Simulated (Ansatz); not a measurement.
A nudged elastic band was laid between two geometries of a periodic cell of 17 atoms, Li₁₂Cd₄H (host Li3Cd, host structure Fm-3m, interstitial H).

Method: DFT LDA, scalar-relativistic, plane waves, PAW in Ansatz 0.2.0. Settings: cutoff 420 eV, k mesh 3x3x3, gaussian smearing 0.15 eV, no spin polarisation.

| Item | Value |
| --- | --- |
| movable images | 7 |
| climbing image | yes |
| spring | 5.0 eV/Å² |
| optimiser | quadratic models (default) |
| start path | IDPP |
| force threshold | 0.03 eV/Å |
| iteration limit | 80 |
| end points | relaxed |

First end point:

```xyz
17
Lattice="6.6124 0.0000 0.0000 0.0000 6.6124 0.0000 0.0000 0.0000 6.6124" Properties=species:S:1:pos:R:3
Li 1.869 1.476 1.629
Li 5.066 4.894 4.968
Li 3.353 3.299 3.340
Cd 0.049 -0.007 -0.017
Li 4.840 5.121 1.628
Li 1.644 1.701 4.967
Li 0.047 -0.006 3.338
Cd 3.352 3.299 -0.017
Li 5.066 1.706 4.968
Li 1.871 5.124 1.629
Li 0.052 3.300 0.204
Cd 3.358 -0.007 3.574
Li 1.645 4.899 4.966
Li 4.840 1.477 1.628
Li 3.358 -0.007 -0.241
Cd 0.051 3.300 3.176
H 3.343 -0.007 1.605
```

Last end point:

```xyz
17
Lattice="6.6124 0.0000 0.0000 0.0000 6.6124 0.0000 0.0000 0.0000 6.6124" Properties=species:S:1:pos:R:3
Li 1.647 1.703 1.554
Li 4.986 5.115 4.754
Li 3.275 3.306 3.253
Cd 0.018 0.000 -0.048
Li 4.986 5.132 1.777
Li 1.646 1.716 4.973
Li 0.242 0.000 3.270
Cd 3.437 3.305 -0.034
Li 4.986 1.496 4.754
Li 1.647 4.909 1.554
Li -0.198 3.305 -0.027
Cd 3.039 -0.001 3.271
Li 1.646 4.895 4.973
Li 4.986 1.479 1.777
Li 3.275 0.000 -0.051
Cd 0.017 3.306 3.255
H 5.008 0.000 3.250
```

Task: Which bonds break or form, and what moves?

Result: The atom that moves furthest is H17, by 2.34 Å; four of its nearest neighbours are Li15 1.85, Cd12 1.97, Li10 2.09, Li1 2.09 Å at the first end and Li7 1.85, Cd12 1.97, Li14 2.09, Li5 2.09 Å at the last.

Task: What energy profile does the band end with?

Result: The forces met the threshold. The highest image is number 3 of 0 to 8, 0.054 eV above the ends, which have the same energy within 2 meV. Beside the main top the profile has a ripple of under 15 meV (maxima at images 3, 5), which may be a very shallow well or noise. By the program's own check the climbing image is of a kind that is not told: the force calls were inconclusive, a negative curvature could not be distinguished from the path's own, the only one lies far off the path, or fixed occupations may fill a level only in part (lowest curvatures found: -0.06 and 0.28 eV/Å²). Limits of this set-up: coarse k mesh, odd electron count without spin, a small cell, in which the defect meets its images, a typed lattice constant that wasn't relaxed here.

| image | path coordinate (Å) | energy (eV) | Cd12–Li15 (Å) | Li7–Cd12 (Å) |
| --- | --- | --- | --- | --- |
| 0 | 0.00 | 0.000 | 2.80 | 3.31 |
| 1 | 0.49 | 0.025 | 2.93 | 3.21 |
| 2 | 0.98 | 0.048 | 3.19 | 3.17 |
| 3 | 1.46 | 0.054 | 3.15 | 3.26 |
| 4 | 1.96 | 0.044 | 3.06 | 3.08 |
| 5 | 2.46 | 0.054 | 3.29 | 3.11 |
| 6 | 2.96 | 0.050 | 3.17 | 3.23 |
| 7 | 3.46 | 0.028 | 3.20 | 2.95 |
| 8 | 3.96 | 0.000 | 3.30 | 2.80 |

Task: What is the geometry of the highest image?

Result: 
```xyz
17
Lattice="6.6124 0.0000 0.0000 0.0000 6.6124 0.0000 0.0000 0.0000 6.6124" Properties=species:S:1:pos:R:3
Li 1.596 1.692 1.662
Li 4.936 4.962 4.984
Li 3.304 3.301 3.321
Cd 0.030 -0.007 -0.015
Li 4.973 4.940 1.670
Li 1.711 1.610 4.967
Li 0.007 -0.006 3.310
Cd 3.310 3.301 0.029
Li 4.939 1.642 4.985
Li 1.599 4.912 1.663
Li -0.018 3.305 -0.039
Cd 3.268 -0.003 3.307
Li 1.714 4.994 4.966
Li 4.976 1.665 1.669
Li 3.393 -0.004 0.160
Cd -0.033 3.303 3.345
H 4.412 -0.004 1.701
```

Time of the run: 5 min on 4 threads of Intel(R) Xeon(R) 6975P-C (Granite Rapids), on a shared host, peak memory 2.4 GiB.
